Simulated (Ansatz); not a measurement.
# C4H11FSi: the cost of one run

Program: Ansatz 0.2.0. Level of theory: RKS PBE0-D4/STO-3G. These are calculated values, not measurements.

## 1. The starting structure

Bond lengths (14 of 16 bonds, heavy atoms first): F1–C2 1.368 Å, C2–C3 1.537 Å, C3–C4 1.442 Å, C4–C5 1.556 Å, C5–Si6 1.887 Å, C2–H7 1.122 Å, C2–H8 1.110 Å, C3–H9 1.122 Å, C3–H10 1.123 Å, C4–H11 1.053 Å, C4–H12 1.136 Å, C5–H13 1.132 Å, C5–H14 1.092 Å, Si6–H15 1.490 Å. Angles (14 of 30 angles, heavy atoms first): F1–C2–C3 111.1°, C2–C3–C4 111.9°, C3–C4–C5 115.3°, C4–C5–Si6 118.6°, F1–C2–H7 106.1°, F1–C2–H8 109.8°, C3–C2–H7 111.9°, C3–C2–H8 111.5°, C2–C3–H9 108.3°, C2–C3–H10 107.0°, C4–C3–H9 111.2°, C4–C3–H10 114.1°, C3–C4–H11 114.3°, C3–C4–H12 109.4°.

The coordinates stand in the first input below.

## 2. Relaxing the start

Contents of input.yaml:

```yaml
crystal:
  periodic: [false, false, false]
  atoms:
    - { symbol: F, position_ang: [1.1888, -2.7266, 0.1607] }
    - { symbol: C, position_ang: [1.9071, -1.6088, -0.1634] }
    - { symbol: C, position_ang: [1.0949, -0.3324, 0.106] }
    - { symbol: C, position_ang: [-0.0508, -0.2299, -0.7633] }
    - { symbol: C, position_ang: [-0.9055, 1.058, -0.5874] }
    - { symbol: Si, position_ang: [-1.9155, 1.262, 0.994] }
    - { symbol: H, position_ang: [2.8408, -1.649, 0.4566] }
    - { symbol: H, position_ang: [2.2348, -1.6657, -1.2223] }
    - { symbol: H, position_ang: [1.7767, 0.5511, -0.0146] }
    - { symbol: H, position_ang: [0.8429, -0.3277, 1.2002] }
    - { symbol: H, position_ang: [0.1772, -0.2971, -1.7895] }
    - { symbol: H, position_ang: [-0.7557, -1.0978, -0.5619] }
    - { symbol: H, position_ang: [-1.6574, 1.1844, -1.4242] }
    - { symbol: H, position_ang: [-0.2465, 1.9276, -0.634] }
    - { symbol: H, position_ang: [-1.0243, 1.2039, 2.1861] }
    - { symbol: H, position_ang: [-2.6344, 2.5758, 0.997] }
    - { symbol: H, position_ang: [-2.892, 0.172, 1.1002] }
basis:
  gaussian: { orbitals: STO-3G }
hamiltonian:
  xc: pbe0
  dispersion: d4
relax:
  f_tol: 0.02
  max_steps: 40
```

On the command line:

```sh
$ ansatz run input.yaml --threads 1 --pin off --max-ram 2048MiB --backend cpu --events-out ev --progress --plain --runs-dir out
```

Q: Estimate wall time and peak memory on 1 thread of Arm Neoverse V1, shared host.

About 44 s, with a peak of 0.13 GiB.
